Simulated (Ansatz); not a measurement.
# CH3InO2: the cost of one run

Program: Ansatz 0.2.0, Gaussian basis. Level of theory: the settings change from run to run. These are calculated values, not measurements.

## 1. The relaxed structure

An earlier PBE0-D4 in a triple-zeta def2 set relaxation fixed the geometry. In takes a core potential in def2 sets; no spin-orbit term is included.

7 atoms, charge 0, spin multiplicity 1.

Atoms are counted from 1 here; the program's logs count them from 0.

Bond lengths: O1–C3 1.455 Å, O1–H5 0.961 Å, In2–O4 2.094 Å, C3–O4 1.343 Å, C3–H6 1.104 Å, C3–H7 1.105 Å. Angles: C3–O1–H5 111.1°, O1–C3–O4 107.2°, O1–C3–H6 107.6°, O1–C3–H7 107.7°, O4–C3–H6 112.5°, O4–C3–H7 112.9°, H6–C3–H7 108.7°, In2–O4–C3 112.7°.

Coordinates:

| atom | x (Å) | y (Å) | z (Å) |
| --- | --- | --- | --- |
| O1 | -0.7215 | 0.6869 | -0.0599 |
| In2 | -0.8753 | -1.0329 | -2.0567 |
| C3 | 0.3910 | -0.1391 | 0.3845 |
| O4 | 0.4852 | -1.1706 | -0.4703 |
| H5 | -0.6887 | 1.5580 | 0.3453 |
| H6 | 0.1744 | -0.4647 | 1.4165 |
| H7 | 1.2962 | 0.4947 | 0.3949 |

## 2. r2SCAN0/def2-mTZVP

This run has charge -1, multiplicity 2, a grid of angular degree 11.

Input file in.yaml:

```yaml
crystal:
  periodic: [false, false, false]
  atoms:
    - {symbol: O, position_ang: [-0.721517, 0.686880, -0.059909]}
    - {symbol: In, position_ang: [-0.875343, -1.032927, -2.056705]}
    - {symbol: C, position_ang: [0.390961, -0.139140, 0.384485]}
    - {symbol: O, position_ang: [0.485212, -1.170633, -0.470305]}
    - {symbol: H, position_ang: [-0.688723, 1.557973, 0.345302]}
    - {symbol: H, position_ang: [0.174440, -0.464711, 1.416523]}
    - {symbol: H, position_ang: [1.296172, 0.494659, 0.394908]}
basis:
  gaussian: {orbitals: def2-mTZVP, final_grid: {core_spheres: 5, valence_spheres: 4, degree: 11}}
total_charge: -1
magnetization: {spin_polarized: true, initial_magnetization: 1}
hamiltonian: {xc: {name: r2SCAN0}}
output: {forces: true}
```

Started as:

```sh
$ ansatz run in.yaml --threads 2 --pin off --events-out ev --progress --plain --max-ram 4352MiB
```

Q: Estimate wall time and peak memory on 2 threads of Arm Neoverse V1, shared host.

About 16 s, with a peak of 0.33 GiB.
